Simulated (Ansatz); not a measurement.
I need a breakdown of dispersion, smearing and cutoff terms of Ti₃S₂, space group R32. Use Ansatz 0.2.0 through its Python package. Settings (first run): RPBE, PAW, cutoff 420 eV, 6×6×6 k-points, Methfessel-Paxton smearing of 0.1 eV, D3BJ dispersion.

```
Ti S
1.0
     2.71311    1.56642    3.23762
    -2.71311    1.56642    3.23762
     0.00000   -3.13283    3.23762
Ti S
3 2
Direct
  0.33565 0.66434 0.00000
  0.66434 0.00000 0.33565
  0.00000 0.33565 0.66434
  0.83216 0.83216 0.83216
  0.16784 0.16784 0.16784
```

The script, `run_terms.py`:
```python
import logging
import sys
import warnings

import ansatz as az

logging.basicConfig(stream=sys.stdout, format="%(levelname)s %(message)s")
log = logging.getLogger("ansatz_job")
log.setLevel(logging.INFO)

warnings.simplefilter("ignore", az.DeckWarning)

lattice = az.Lattice.of(
    (2.71311392, 1.56641705, 3.2376184),
    (-2.71311392, 1.56641705, 3.2376184),
    (0.0, -3.13283411, 3.2376184),
)
sites = [
    ("Ti", (0.335655, 0.664345, 0.0)),
    ("Ti", (0.664345, 0.0, 0.335655)),
    ("Ti", (0.0, 0.335655, 0.664345)),
    ("S", (0.832161, 0.832161, 0.832161)),
    ("S", (0.167839, 0.167839, 0.167839)),
]
cell = az.Crystal(lattice=lattice)
for symbol, position in sites:
    cell = cell.atom(symbol, position)

base = (
    cell.calculation()
    .kpoints(length=24)
    .occupations("Methfessel-Paxton")
)
with_term = base.functional("rpbe", dispersion="d3bj").basis(420).cutoff_correction(570).run().report
without = base.functional("rpbe").basis(420).run().report
finer = base.functional("rpbe").basis(570).run().report
removed = az.free_energy_without(with_term, az.EnergyTerm.DISPERSION)
log.info(f"dispersion term            {with_term['components']['e_disp']:.5f} eV")
log.info(f"F less dispersion          {removed:.5f} eV, run without it {without['free_energy_ev']:.5f} eV")
log.info(f"F less smearing term       {az.free_energy_without(without, az.EnergyTerm.SMEARING):.5f} eV")
log.info(f"estimated gain to 570 eV   {with_term['cutoff_correction']['energy_ev']:.5f} eV, found {finer['free_energy_ev'] - without['free_energy_ev']:.5f} eV")
```

```console
$ python run_terms.py
INFO dispersion term            -12.78833 eV
INFO F less dispersion          -9327.65452 eV, run without it -9327.65452 eV
INFO F less smearing term       -9327.65592 eV
INFO estimated gain to 570 eV   -0.00653 eV, found -0.00657 eV
```

What to keep in mind:
- Absolute energies stand on the zero of these potentials, so only differences at equal settings mean something. A total without «per atom» is that of the whole cell that was run.
- Spin is left out of this run.
- Dispersion corrections can be off by several per cent in the lattices of metals, and by several GPa in the pressure at a fixed cell.
- For a metal this k-point mesh is coarse: on a finer one energies can move by several to tens of meV an atom and pressures by half a GPa or more, differences at one mesh by less.
- The structure comes from a database of computed cells and needn't be a stable or known phase.
- The whole script took 22 s on 1 thread of Arm Neoverse V1, with other jobs on the host, peak memory 0.43 GiB.
